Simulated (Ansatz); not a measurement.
# LaGe2Pd2: the cost of one run

All numbers are computed with the Python package of Ansatz 0.2.0. Level of theory: DFT LDA, plane waves, PAW.

## Step 1: Starting point

The structure is tetragonal, space group I4/mmm (No. 139). Conventional cell: a = 4.390 Å, b = 4.390 Å, c = 10.104 Å, α = 90.00°, β = 90.00°, γ = 90.00°. La (site symmetry 4/mmm) has 8 Pd at 3.35 Å and 10 Ge at 3.35 to 3.80 Å in its first shell of neighbours. Ge (site symmetry 4mm) has 1 Ge at 2.51 Å and 4 Pd at 2.54 Å in its first shell of neighbours. Pd (site symmetry -4m2) has 4 Ge at 2.54 Å in its first shell of neighbours.

No structure file is read: the coordinates are typed or built in the script.

## Step 2: The code

File kconv.py:

```python
'''k-point test for LaGe2Pd2.'''

import csv

import ansatz as az

lattice = az.Lattice.of(
    [-2.19478, 2.19478, 5.05204],
    [2.19478, -2.19478, 5.05204],
    [2.19478, 2.19478, -5.05204],
)
sites = [
    ('La', [0.0, 0.0, 0.0]),
    ('Ge', [0.62413, 0.62413, 0.0]),
    ('Ge', [0.37587, 0.37587, 0.0]),
    ('Pd', [0.25, 0.75, 0.5]),
    ('Pd', [0.75, 0.25, 0.5]),
]
xtal = az.Crystal(lattice=lattice)
for symbol, position in sites:
    xtal = xtal.atom(symbol, position)

calculation = xtal.calculation()
calculation = calculation.functional('lda')
calculation = calculation.basis(380, density_ratio=8).accuracy('medium')
calculation = calculation.occupations(az.OccupationsMethod.FERMI_DIRAC, width=0.02).forces()
calculation = calculation.stress()

rows = []
for value in [0.8, 0.6, 0.5, 0.4, 0.33]:
    r = calculation.kpoints(spacing=value).run().report
    rows.append((value, r['free_energy_ev'] / len(r['lattice']['sites']), r['n_iterations'], sum(r['stress_gpa'][i][i] for i in range(3)) / 3, max(abs(f) for row in r['forces_ev_ang'] for f in row), r['n_kpoints']))

with open('kconv.csv', 'w', newline='') as handle:
    writer = csv.writer(handle)
    writer.writerow(['spacing (1/A)', 'F/atom (eV)', 'iterations', 'P (GPa)', 'max component (eV/A)', 'k-points'])
    writer.writerows([round(v, 5) if isinstance(v, float) else v for v in row] for row in rows)

# differences from the last row
for row in rows[:-1]:
    shift = 1000 * (row[1] - rows[-1][1])
    print(f'{row[0]}: {shift:+.2f} meV/atom' + ('  (within 5 meV)' if abs(shift) < 5 else ''))
```

## Step 3: The calls as engine input

The package turns the script's settings into the engine's input (first run):

```yaml
crystal:
  lattice:
    - [-2.19478, 2.19478, 5.05204]
    - [2.19478, -2.19478, 5.05204]
    - [2.19478, 2.19478, -5.05204]
  atoms:
    - { symbol: La, position: [0.0, 0.0, 0.0] }
    - { symbol: Ge, position: [0.62413, 0.62413, 0.0] }
    - { symbol: Ge, position: [0.37587, 0.37587, 0.0] }
    - { symbol: Pd, position: [0.25, 0.75, 0.5] }
    - { symbol: Pd, position: [0.75, 0.25, 0.5] }
accuracy: medium
basis:
  ecutwfc: 380.0
  ecutrho_ratio: 8
kpoints:
  mp_grid:
    kspacing: 0.8
hamiltonian:
  xc: lda
scf:
  occupations:
    method: fermi_dirac
    width: 0.02
output:
  forces: true
  stress: true
```

## Step 4: Launch

On the command line:

```console
python kconv.py
```

Q: Estimate wall time and peak memory on 1 thread of Arm Neoverse V2, shared host.

About 26 s, with a peak of 0.56 GiB.
